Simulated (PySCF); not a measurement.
# C₅H₅NSi: magnetic properties

Wanted: magnetic properties for C₅H₅NSi (`N#CC1=CC=C[SiH2]1`).

Computed with PySCF 2.14.0 and routines of our own; the level stands in each step. Atoms count from 0.

### 1 The system as given

12 atoms, charge 0, multiplicity 1; geometry from: GFN2-xTB.

### 2 Magnetic properties: GIAO KT3/pcSseg-1

The job: settings as JSON, then the geometry in Å.

```
{"job": {"kind": "mag", "xc": "KT3", "basis": "pcSseg-1", "isotopologues": 2}, "charge": 0, "multiplicity": 1}
N      3.386938     0.602094    -0.682196
C      2.272227     0.472503    -0.428129
C      0.927638     0.257571    -0.147441
C      0.118839     1.146420     0.468830
C     -1.252946     0.726791     0.667502
C     -1.572417    -0.496333     0.218222
Si    -0.062486    -1.316221    -0.563362
H      0.447927     2.119547     0.805199
H     -1.947752     1.396328     1.154714
H     -2.564993    -0.902323     0.316365
H      0.427224    -2.481253     0.168190
H     -0.179002    -1.525811    -2.003920
```

Method: GIAO KT3/pcSseg-1 magnetisability, rotational g tensor and spin-rotation constants, non-relativistic, gas phase.

Started as:

```console
OMP_NUM_THREADS=1 python excited_run.py task.json out
```

One launch serves the whole session: the jobs run in the order shown.

What it wrote:

```text
coarse grid: 11216 points
cycle   1  E = -543.9332641264  dE =  9.082e-01  |g| = 5.412e-01  |ddm| = 3.534e+00
cycle   2  E = -543.6823909478  dE =  2.509e-01  |g| = 1.121e+00  |ddm| = 1.940e+00
cycle   3  E = -543.9762953021  dE = -2.939e-01  |g| = 3.799e-01  |ddm| = 1.500e+00
cycle   4  E = -544.0118953616  dE = -3.560e-02  |g| = 5.634e-02  |ddm| = 3.592e-01
cycle   5  E = -544.0124474086  dE = -5.520e-04  |g| = 3.399e-02  |ddm| = 1.062e-01
cycle   6  E = -544.0127353466  dE = -2.879e-04  |g| = 1.946e-02  |ddm| = 5.920e-02
cycle   7  E = -544.0128523966  dE = -1.171e-04  |g| = 2.925e-03  |ddm| = 2.006e-02
cycle   8  E = -544.0128546651  dE = -2.268e-06  |g| = 4.439e-04  |ddm| = 3.529e-03
final grid: 105824 points
cycle   9  E = -544.0206913406  dE = -1.871e-04  |g| = 1.164e-02  |ddm| = 6.415e-02
cycle  10  E = -544.0206747504  dE =  1.659e-05  |g| = 1.180e-02  |ddm| = 2.120e-02
cycle  11  E = -544.0206889053  dE = -1.415e-05  |g| = 8.676e-03  |ddm| = 1.896e-02
cycle  12  E = -544.0207069664  dE = -1.806e-05  |g| = 1.737e-03  |ddm| = 7.997e-03
cycle  13  E = -544.0207077886  dE = -8.222e-07  |g| = 4.900e-04  |ddm| = 2.167e-03
cycle  14  E = -544.0207078515  dE = -6.291e-08  |g| = 1.426e-04  |ddm| = 5.589e-04
cycle  15  E = -544.0207078564  dE = -4.914e-09  |g| = 5.397e-05  |ddm| = 1.896e-04
cycle  16  E = -544.0207078572  dE = -7.747e-10  |g| = 2.435e-05  |ddm| = 8.213e-05
converged SCF energy = -544.0207078572

Magnetisability tensor (1e-30 J/T^2)
     -911.39       16.50      -64.71
       16.50     -805.78      155.40
      -64.71      155.40    -1083.17
isotropic -933.45   principal values   -1169.56   -895.39   -735.40
isotropic susceptibility -56.214 1e-6 cm^3/mol

Inertial axes            a          b          c
rot. const./GHz      4.6971     1.7144     1.2751
chi total           -53.891    -44.317    -70.432
chi diamagnetic    -354.377   -760.572  -1001.702
chi paramagnetic    300.486    716.255    931.270
quadrupole/D A      -13.132     12.461      0.671
g nuclear            0.6036     0.5353     0.5468
g electronic        -0.6631    -0.5769    -0.5579
g total             -0.0595    -0.0416    -0.0111

Spin-rotation constants (kHz, H = +C I.J)
atom  isotope        aa         bb         cc
  0    14N        0.323      0.357      0.270
  7     1H       -0.209      0.117     -0.151
  8     1H       -0.080      0.058     -0.144
  9     1H        0.486     -0.165     -0.157
 10     1H       -0.455     -0.073     -0.003
 11     1H       -0.455     -0.073     -0.003
  1    13C*       0.078      0.720      0.553
  2    13C*       1.988      0.504      0.156
  3    13C*       2.255      0.681      0.215
  4    13C*       2.211      0.635      0.208
  5    13C*       2.151      0.594      0.161
  6   29Si*      -2.353     -0.988     -0.794
* in the singly substituted isotopologue

Isotopologues: g along a, b, c
2H    at 7,8,9,10,11       -0.0495    -0.0395    -0.0105
15N   at 0                 -0.0595    -0.0401    -0.0107
```

Run time: 34 s. Hardware: 1 thread of Intel Xeon Platinum 8488C, shared host; peak memory 0.53 GiB.

From this job:

```csv
quantity,value
magnetisability,-933·10⁻³⁰ J/T²
molar susceptibility,-56.2·10⁻⁶ cm³/mol
"rotational g (a, b, c)","-0.0595, -0.0416, -0.0111"
```

The fields below are evaluated on a grid from the run's orbitals.

Frontier orbitals at KT3/pcSseg-1, with the share of their density that lies nearest to each atom:

```csv
orbital,energy (eV),lies on
HOMO,-6.23,"C2, C5 about 23 % each; N0 18 %; C3, C4 about 12 % each"
LUMO,-3.36,"C2, C3, C5 about 19 % each; C4 10 %; N0 9 %"
```

ELF in a plane through or near 10 of the atoms.

Ten even steps from ' ' (0.00) to '@' (1.00):
```
                                                        
                                                        
                                                        
                      ==####                            
                    --@@@@@@++    ++@@%%::              
                    ::@@@@@@**  ::@@@@@@%%..            
        ..--::::::    ++@@%%**++**@@@@@@%%..            
      --++**++++++--  ::++==++%%::##@@%%==              
    ::##@@%%**%%++**##++%%##****::::++..                
    --%%@@::::%%**--%%----**..--%%%%**----::            
    ::##@@%%##%%++**##==##%%::++==%%--@@@@@@**          
      ==####******==--##@@==..%%%%--%%@@@@@@##          
        ..--::::..    ==::++##..%%**++%%@@@@==          
                      ::..::++  ++--..::==--            
                      ..--==--::..                      
                      ..::----::..                      
                                                        
                                                        
                                                        
                                                        
```
The map spans 12.2 Å across and 9.7 Å up, centred on the molecule. Atoms in the plane (x, y in Å): N0 (-3.5, 0.2), C1 (-2.3, 0.2), C2 (-1.0, 0.2), C3 (-0.1, 1.2), C4 (1.3, 1.0), C5 (1.6, -0.3), Si6 (0.1, -1.4), H7 (-0.5, 2.3), H8 (2.0, 1.8), H9 (2.7, -0.6).

log10 of the density (e/Å³) in the same plane.

Ten even steps from '0' (-4.0) to '9' (2.5):
```
0000000000000000000000000000
0000000000000000000000000000
0000000000112211000000000000
0000000001223322122110000000
0000000112345543333321000000
0000122222346654455432100000
0012333333456665566542100000
0023444444456766666542100000
0134566666666666765432200000
0134577687677655666543210000
0134566666666655696654310000
0123455555556556666664310000
0012333333445786555544210000
0001122223345675544333200000
0000001112344554432221000000
0000000001234444322100000000
0000000001123333211000000000
0000000000112222110000000000
0000000000000110000000000000
0000000000000000000000000000
```
The map spans 12.2 Å across and 9.7 Å up, centred on the molecule. Atoms in the plane (x, y in Å): N0 (-3.5, 0.2), C1 (-2.3, 0.2), C2 (-1.0, 0.2), C3 (-0.1, 1.2), C4 (1.3, 1.0), C5 (1.6, -0.3), Si6 (0.1, -1.4), H7 (-0.5, 2.3), H8 (2.0, 1.8), H9 (2.7, -0.6).

On the surface of density 0.002 e/bohr³ the electrostatic potential runs, from the 1st to the 99th percentile, from -1.82 V near N0 to 1.63 V near Si6.

### 3 Magnetic properties: GIAO KT2/cc-pVDZ

The job, as its differences from that of step 2:

```diff
@@ -1,2 +1,2 @@
-{"job": {"kind": "mag", "xc": "KT3", "basis": "pcSseg-1", "isotopologues": 2}, "charge": 0, "multiplicity": 1}
+{"job": {"kind": "mag", "xc": "KT2", "basis": "cc-pVDZ", "scf": {"level_shift": 0.2}}, "charge": 0, "multiplicity": 1}
 N      3.386938     0.602094    -0.682196
```

With the program's defaults for keys left out, this is: GIAO KT2/cc-pVDZ magnetisability, rotational g tensor and spin-rotation constants, non-relativistic, gas phase.

What it wrote:

```text
final grid: 105824 points
cycle   1  E = -544.5959360379  dE =  9.758e-01  |g| = 5.310e-01  |ddm| = 7.142e+00
cycle   2  E = -544.4984078399  dE =  9.753e-02  |g| = 8.895e-01  |ddm| = 2.334e+00
cycle   3  E = -544.6553521235  dE = -1.569e-01  |g| = 2.737e-01  |ddm| = 9.367e-01
cycle   4  E = -544.6740764496  dE = -1.872e-02  |g| = 8.822e-02  |ddm| = 4.169e-01
cycle   5  E = -544.6762931420  dE = -2.217e-03  |g| = 1.592e-02  |ddm| = 1.263e-01
cycle   6  E = -544.6763856846  dE = -9.254e-05  |g| = 7.266e-03  |ddm| = 3.437e-02
cycle   7  E = -544.6763992428  dE = -1.356e-05  |g| = 2.824e-03  |ddm| = 1.416e-02
cycle   8  E = -544.6764012215  dE = -1.979e-06  |g| = 9.680e-04  |ddm| = 5.329e-03
cycle   9  E = -544.6764015007  dE = -2.791e-07  |g| = 2.888e-04  |ddm| = 1.596e-03
cycle  10  E = -544.6764015370  dE = -3.636e-08  |g| = 8.977e-05  |ddm| = 7.281e-04
cycle  11  E = -544.6764015429  dE = -5.874e-09  |g| = 3.610e-05  |ddm| = 2.590e-04
cycle  12  E = -544.6764015441  dE = -1.216e-09  |g| = 1.704e-05  |ddm| = 1.083e-04
cycle  13  E = -544.6764015444  dE = -2.703e-10  |g| = 1.657e-05  |ddm| = 6.348e-05
level shift removed, Fock matrix diagonalised once more
converged SCF energy = -544.6764015444

Magnetisability tensor (1e-30 J/T^2)
     -924.98       16.85      -70.61
       16.85     -825.48      162.16
      -70.61      162.16    -1113.84
isotropic -954.77   principal values   -1204.85   -907.91   -751.54
isotropic susceptibility -57.497 1e-6 cm^3/mol

Inertial axes            a          b          c
rot. const./GHz      4.6971     1.7144     1.2751
chi total           -54.660    -45.275    -72.558
chi diamagnetic    -353.693   -758.739  -1000.265
chi paramagnetic    299.033    713.464    927.708
quadrupole/D A      -12.054     11.585      0.469
g nuclear            0.6036     0.5353     0.5468
g electronic        -0.6599    -0.5746    -0.5557
g total             -0.0563    -0.0393    -0.0090

Spin-rotation constants (kHz, H = +C I.J)
atom  isotope        aa         bb         cc
  0    14N        0.305      0.323      0.244
  7     1H       -0.217      0.117     -0.152
  8     1H       -0.086      0.057     -0.145
  9     1H        0.485     -0.168     -0.159
 10     1H       -0.454     -0.073     -0.005
 11     1H       -0.454     -0.073     -0.005
  1    13C*       0.079      0.639      0.491
  2    13C*       1.841      0.471      0.137
  3    13C*       2.074      0.627      0.189
  4    13C*       2.036      0.587      0.179
  5    13C*       1.974      0.555      0.138
  6   29Si*      -2.088     -0.874     -0.720
* in the singly substituted isotopologue
```

Run time: 26 s. Hardware: 1 thread of Intel Xeon Platinum 8488C, shared host; peak memory 0.56 GiB.

In short:

```csv
quantity,value
magnetisability,-955·10⁻³⁰ J/T²
molar susceptibility,-57.5·10⁻⁶ cm³/mol
"rotational g (a, b, c)","-0.0563, -0.0393, -0.0090"
```

### 4 The levels compared

```csv
level,ξ (10⁻³⁰ J/T²),g(a),g(b),gap (eV),functions,time
GIAO KT3/pcSseg-1,-933,-0.0595,-0.0416,2.87,151,34 s
GIAO KT2/cc-pVDZ,-955,-0.0563,-0.0393,2.86,127,26 s
```

### 5 What came out

| quantity | value |
| --- | --- |
| magnetisability (step 2, GIAO KT3/pcSseg-1) | -933·10⁻³⁰ J/T² |
| molar susceptibility (step 2, GIAO KT3/pcSseg-1) | -56.2·10⁻⁶ cm³/mol |
| rotational g (a, b, c) (step 2, GIAO KT3/pcSseg-1) | -0.0595, -0.0416, -0.0111 |
| surface potential, 1st and 99th percentile | -1.82 V and 1.63 V |
| magnetisability over the levels | -955 to -933·10⁻³⁰ J/T² |

What this shows: At KT3/pcSseg-1, counted by nearest atom on the grid, the HOMO lies on C2, C5 about 23 % each; N0 18 %, the LUMO on C2, C3, C5 about 19 % each; C4 10 %. The magnetisability spreads by 2.3 % over 2 levels, from GIAO KT2/cc-pVDZ (26 s) to GIAO KT3/pcSseg-1 (34 s); the runs took 26 s to 34 s. Two levels can agree by chance, so this spread shows no convergence. Vibrational averaging and real surroundings are missing from these values.
